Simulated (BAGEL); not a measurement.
# CH5GaO (SMILES C[O][GaH2]), step by step

Wanted: the energy (HF/cc-pVDZ), then a single-point energy (NEVPT2(2,2)/cc-pVDZ), then the energy (CASPT2(2,2)/cc-pVDZ) of CH5GaO. 

Program for the calculation: BAGEL 1.2.2.

2 further runs of the same task are left out: 2 set aside as unsound or not needed.

### 1 The system as given

CH5GaO: 8 atoms, total charge 0, spin state singlet. As SMILES, `C[O][GaH2]`. Geometry: relaxed at PBE0-D4/def2-TZVP.

Bond lengths: C1–O2 1.402 Å, O2–Ga3 1.782 Å, C1–H4 1.096 Å, C1–H5 1.099 Å, C1–H6 1.096 Å, Ga3–H7 1.565 Å, Ga3–H8 1.555 Å. Angles: C1–O2–Ga3 123.8°, O2–C1–H4 110.0°, O2–C1–H5 113.2°, O2–C1–H6 110.0°, O2–Ga3–H7 115.8°, O2–Ga3–H8 113.9°, H4–C1–H5 107.8°, H4–C1–H6 107.8°, H5–C1–H6 107.8°, H7–Ga3–H8 130.3°.

### 2 The energy at HF/cc-pVDZ (density fitting with svp-jkfit) (run 1)

job.json reads:

```json
{ "bagel" : [

{
  "title" : "molecule",
  "basis" : "cc-pvdz.json",
  "df_basis" : "svp-jkfit",
  "angstrom" : "true",
  "geometry" : [
    { "atom" : "C", "xyz" : [      -0.616800,       0.972600,      -0.422900 ] },
    { "atom" : "O", "xyz" : [      -0.705300,      -0.273500,       0.213500 ] },
    { "atom" : "Ga", "xyz" : [       0.703200,      -1.302000,       0.579300 ] },
    { "atom" : "H", "xyz" : [      -1.200200,       0.962000,      -1.350600 ] },
    { "atom" : "H", "xyz" : [       0.414200,       1.256200,      -0.676600 ] },
    { "atom" : "H", "xyz" : [      -1.030600,       1.754200,       0.224300 ] },
    { "atom" : "H", "xyz" : [       2.093900,      -0.732800,       0.142900 ] },
    { "atom" : "H", "xyz" : [       0.341700,      -2.636700,       1.290100 ] }
  ]
},

{
  "title" : "hf"
},

{
  "title" : "print",
  "file" : "orbitals.molden",
  "orbitals" : "true"
}

]}
```

The basis set cc-pVDZ is read from a file made from the Basis Set Exchange's data (not shown).

Launch:

```
$ BAGEL_NUM_THREADS=1 BAGEL job.json > job.out
```

The program printed:

```text
* using 1 threads per process

  ===============================================================
  ===============================================================

  *** Geometry ***

  { "atom" : "C", "xyz" : [     -1.165583,      1.837948,     -0.799165 ] },
  { "atom" : "O", "xyz" : [     -1.332824,     -0.516840,      0.403457 ] },
  { "atom" : "Ga", "xyz" : [      1.328855,     -2.460423,      1.094718 ] },
  { "atom" : "H", "xyz" : [     -2.268049,      1.817917,     -2.552264 ] },
  { "atom" : "H", "xyz" : [      0.782725,      2.373874,     -1.278589 ] },
  { "atom" : "H", "xyz" : [     -1.947552,      3.314958,      0.423866 ] },
  { "atom" : "H", "xyz" : [      3.956898,     -1.384791,      0.270042 ] },
  { "atom" : "H", "xyz" : [      0.645719,     -4.982641,      2.437936 ] },

  Number of auxiliary basis functions:      508

  Since a DF basis is specified, we compute 2- and 3-index integrals:
    o Being stored without compression. Storage requirement is 0.026 GB

  Number of basis functions:       80
  Number of electrons      :       50

    * METHOD: MOLECULE                             0.30

  *** RHF ***

  === Nuclear Repulsion ===
   184.2549386768

      * DIIS with orbital gradients will be used.

  === RHF iteration (cc-pvdz.json) ===
      0      -2038.66918121          0.01546326           0.10
      1      -2038.76624038          0.01305834           0.09
      2      -2038.85551394          0.00139157           0.09
      3      -2038.85704195          0.00036947           0.09
      4      -2038.85710820          0.00007831           0.09
      5      -2038.85711232          0.00001445           0.09
      6      -2038.85711254          0.00000390           0.09
      7      -2038.85711256          0.00000109           0.09
      8      -2038.85711257          0.00000034           0.09
      9      -2038.85711257          0.00000010           0.09
     10      -2038.85711257          0.00000005           0.09
     11      -2038.85711257          0.00000001           0.09
     12      -2038.85711257          0.00000000           0.09
    * SCF iteration converged.

    * Permanent dipole moment:
           (   -0.541326,    -0.080810,     0.098946) a.u.

    * METHOD: HF                                   1.42

    * METHOD: PRINT                                0.01

  ===============================================================
```

Run time: 1.9 s. Hardware: 1 thread of Arm Neoverse V1, shared host; peak memory 0.15 GiB.

### 3 The energy at NEVPT2(2,2)/cc-pVDZ (density fitting with svp-jkfit) (run 2)

nevpt2.json reads:

```json
{ "bagel" : [

{
  "title" : "molecule",
  "basis" : "cc-pvdz.json",
  "df_basis" : "svp-jkfit",
  "angstrom" : true,
  "geometry" : [
    { "atom" : "C", "xyz" : [      -0.616800,       0.972600,      -0.422900 ] },
    { "atom" : "O", "xyz" : [      -0.705300,      -0.273500,       0.213500 ] },
    { "atom" : "Ga", "xyz" : [       0.703200,      -1.302000,       0.579300 ] },
    { "atom" : "H", "xyz" : [      -1.200200,       0.962000,      -1.350600 ] },
    { "atom" : "H", "xyz" : [       0.414200,       1.256200,      -0.676600 ] },
    { "atom" : "H", "xyz" : [      -1.030600,       1.754200,       0.224300 ] },
    { "atom" : "H", "xyz" : [       2.093900,      -0.732800,       0.142900 ] },
    { "atom" : "H", "xyz" : [       0.341700,      -2.636700,       1.290100 ] }
  ]
},

{ "title" : "hf" },

{ "title" : "nevpt2", "nstate" : 1, "nact" : 2, "nclosed" : 24, "active" : [20, 31], "maxiter" : 200, "natocc" : true, "ncore" : 11 },

{ "title" : "print", "file" : "orbitals.molden", "orbitals" : true }

]}
```

The basis set cc-pVDZ is read from a file made from the Basis Set Exchange's data (not shown).

Launch:

```
$ BAGEL_NUM_THREADS=1 BAGEL nevpt2.json > nevpt2.out
```

The program printed:

```text
* using 1 threads per process

  ===============================================================
  ===============================================================

  *** Geometry ***

  { "atom" : "C", "xyz" : [     -1.165583,      1.837948,     -0.799165 ] },
  { "atom" : "O", "xyz" : [     -1.332824,     -0.516840,      0.403457 ] },
  { "atom" : "Ga", "xyz" : [      1.328855,     -2.460423,      1.094718 ] },
  { "atom" : "H", "xyz" : [     -2.268049,      1.817917,     -2.552264 ] },
  { "atom" : "H", "xyz" : [      0.782725,      2.373874,     -1.278589 ] },
  { "atom" : "H", "xyz" : [     -1.947552,      3.314958,      0.423866 ] },
  { "atom" : "H", "xyz" : [      3.956898,     -1.384791,      0.270042 ] },
  { "atom" : "H", "xyz" : [      0.645719,     -4.982641,      2.437936 ] },

  Number of auxiliary basis functions:      508

  Since a DF basis is specified, we compute 2- and 3-index integrals:
    o Being stored without compression. Storage requirement is 0.026 GB

  Number of basis functions:       80
  Number of electrons      :       50

    * METHOD: MOLECULE                             0.30

  *** RHF ***

  === Nuclear Repulsion ===
   184.2549386768

      * DIIS with orbital gradients will be used.

  === RHF iteration (cc-pvdz.json) ===
      0      -2038.66918121          0.01546326           0.09
      1      -2038.76624038          0.01305834           0.09
      2      -2038.85551394          0.00139157           0.09
      3      -2038.85704195          0.00036947           0.09
      4      -2038.85710820          0.00007831           0.09
      5      -2038.85711232          0.00001445           0.09
      6      -2038.85711254          0.00000390           0.09
      7      -2038.85711256          0.00000109           0.09
      8      -2038.85711257          0.00000034           0.09
      9      -2038.85711257          0.00000010           0.09
     10      -2038.85711257          0.00000005           0.09
     11      -2038.85711257          0.00000001           0.09
     12      -2038.85711257          0.00000000           0.09
    * SCF iteration converged.

    * Permanent dipole moment:
           (   -0.541326,    -0.080810,     0.098946) a.u.

    * METHOD: HF                                   1.39

    * freezing 11 orbitals
  ---------------------------
      CASSCF calculation
  ---------------------------

    ==== Active orbitals : =====
         Orbital 20
         Orbital 31
    ============================

    * nstate   :      1
    * nclosed  :     24
    * nact     :      2
    * nvirt    :     54
  === CASSCF iteration (cc-pvdz.json) ===

    * Using the second-order algorithm

      0  0     -2038.85782365     1.45e-04      0.03

      1  0     -2038.86523629     5.14e-04      0.41

      2  0     -2038.86577256     5.71e-05      0.48

      3  0     -2038.86577713     7.11e-06      0.45

      4  0     -2038.86577717     9.00e-07      0.58

      5  0     -2038.86577717     1.44e-07      0.49

      6  0     -2038.86577717     2.82e-08      0.46

      7  0     -2038.86577717     6.18e-09      0.44

    * Second-order optimization converged. *

     guess   0:   closed 1.                   open ..

  === FCI iteration ===

      0  0     -2038.85704022     5.94e-02      0.00
      1  0     -2038.86575308     2.33e-03      0.00
      2  0 *   -2038.86577717     6.49e-16      0.00

     * ci vector, state   0, <S^2> = 0.0000
       2.     0.9973005077
       .2    -0.0734281788

  === DF-NEVPT2 calculation ===

    * 3-index integral transformation done
    * assembly done

      NEVPT2 correlation energy:   -0.4147878363      0.17

          (+0)     -0.3427353925
          (+0)'    -0.0271601271
          (+1)     -0.0053594527
          (+1)'    -0.0000000000
          (+2)     -0.0007293811
          (-1)     -0.0304914649
          (-1)'     0.0000000000
          (-2)     -0.0083120180

      NEVPT2 total energy:       -2039.2805650048

    * METHOD: NEVPT2                               3.87

    * METHOD: PRINT                                0.01

  ===============================================================
```

Wall time 5.7 s (1 thread of Arm Neoverse V1, shared host); peak memory 0.15 GiB.

### 4 The energy at CASPT2(2,2)/cc-pVDZ (density fitting with svp-jkfit) (run 3)

input.json reads:

```json
{ "bagel" : [

{
  "title" : "molecule",
  "basis" : "cc-pvdz.json",
  "df_basis" : "svp-jkfit",
  "angstrom" : "true",
  "geometry" : [
    { "atom" : "C", "xyz" : [      -0.616800,       0.972600,      -0.422900 ] },
    { "atom" : "O", "xyz" : [      -0.705300,      -0.273500,       0.213500 ] },
    { "atom" : "Ga", "xyz" : [       0.703200,      -1.302000,       0.579300 ] },
    { "atom" : "H", "xyz" : [      -1.200200,       0.962000,      -1.350600 ] },
    { "atom" : "H", "xyz" : [       0.414200,       1.256200,      -0.676600 ] },
    { "atom" : "H", "xyz" : [      -1.030600,       1.754200,       0.224300 ] },
    { "atom" : "H", "xyz" : [       2.093900,      -0.732800,       0.142900 ] },
    { "atom" : "H", "xyz" : [       0.341700,      -2.636700,       1.290100 ] }
  ]
},

{
  "title" : "hf"
},

{
  "title" : "casscf",
  "nstate" : 1,
  "nact" : 2,
  "nclosed" : 24,
  "active" : [20, 31],
  "maxiter" : 200,
  "natocc" : "true"
},

{
  "title" : "print",
  "file" : "orbitals.molden",
  "orbitals" : "true"
},

{
  "title" : "smith",
  "method" : "caspt2",
  "ms" : "true",
  "xms" : "true",
  "sssr" : "true",
  "shift" : 0.2,
  "shift_imag" : "true",
  "ncore" : 11
}

]}
```

The basis set cc-pVDZ is read from a file made from the Basis Set Exchange's data (not shown).

Launch:

```
$ BAGEL_NUM_THREADS=1 BAGEL input.json > input.out
```

The program printed:

```text
* using 1 threads per process

  ===============================================================
  ===============================================================

  *** Geometry ***

  { "atom" : "C", "xyz" : [     -1.165583,      1.837948,     -0.799165 ] },
  { "atom" : "O", "xyz" : [     -1.332824,     -0.516840,      0.403457 ] },
  { "atom" : "Ga", "xyz" : [      1.328855,     -2.460423,      1.094718 ] },
[... 4 lines of this table left out ...]
  { "atom" : "H", "xyz" : [      0.645719,     -4.982641,      2.437936 ] },

  Number of auxiliary basis functions:      508

  Since a DF basis is specified, we compute 2- and 3-index integrals:
    o Being stored without compression. Storage requirement is 0.026 GB

  Number of basis functions:       80
  Number of electrons      :       50

    * METHOD: MOLECULE                             0.30

  *** RHF ***

  === Nuclear Repulsion ===
   184.2549386768

      * DIIS with orbital gradients will be used.

[... 6 lines left out ...]
    * SCF iteration converged.
[... 1 line left out ...]
    * Permanent dipole moment:
[... 27 lines left out ...]
    * Second-order optimization converged. *
[... 9 lines left out ...]
     * ci vector, state   0, <S^2> = 0.0000
[... 16 lines left out ...]
    * Zeroth order energy : state  0       -1.0639366070
[... 3 lines left out ...]
      -------------------------------------------  CASPT2 iteration  ---------------------------------------------------
       #      aibj      arbs      arbi      airj      risj      airs      arst      rist         Etot      error   time
      ------------------------------------------------------------------------------------------------------------------

       0  -0.34142  -0.00974  -0.03020  -0.00549  -0.00085  -0.02297  -0.00000   0.00000   -0.4106770  0.0015720   0.09
       1  -0.34159  -0.00977  -0.03028  -0.00561  -0.00089  -0.02343  -0.00000   0.00000   -0.4115702  0.0002196   0.08
       2  -0.34160  -0.00977  -0.03025  -0.00561  -0.00089  -0.02346  -0.00000   0.00000   -0.4115940  0.0000354   0.08
       3  -0.34160  -0.00977  -0.03026  -0.00561  -0.00089  -0.02346  -0.00000  -0.00000   -0.4115945  0.0000066   0.08
       4  -0.34160  -0.00977  -0.03026  -0.00561  -0.00089  -0.02346  -0.00000  -0.00000   -0.4115945  0.0000014   0.09
       5  -0.34160  -0.00977  -0.03026  -0.00561  -0.00089  -0.02346  -0.00000  -0.00000   -0.4115945  0.0000003   0.09

      ------------------------------------------------------------------------------------------------------------------

    * CASPT2 energy : state  0    -2039.2793855926
        w/o shift correction      -2039.2773716430
        reference weight              0.8836591669

    * METHOD: SMITH                                0.79

  ===============================================================
```

It took 6.3 s on 1 thread of Arm Neoverse V1, shared host; peak memory 0.19 GiB.

### 5 Results

```
                                quantity           value
         run 1, HF/cc-pVDZ: total energy  -2038.85711 Eh
        run 1, HF/cc-pVDZ: dipole moment          1.41 D
          run 1, HF/cc-pVDZ: HOMO energy       -11.50 eV
          run 1, HF/cc-pVDZ: LUMO energy         1.56 eV
        run 1, HF/cc-pVDZ: HOMO–LUMO gap        13.06 eV
run 2, NEVPT2(2,2)/cc-pVDZ: total energy  -2039.28057 Eh
run 3, CASPT2(2,2)/cc-pVDZ: total energy  -2039.27939 Eh
```
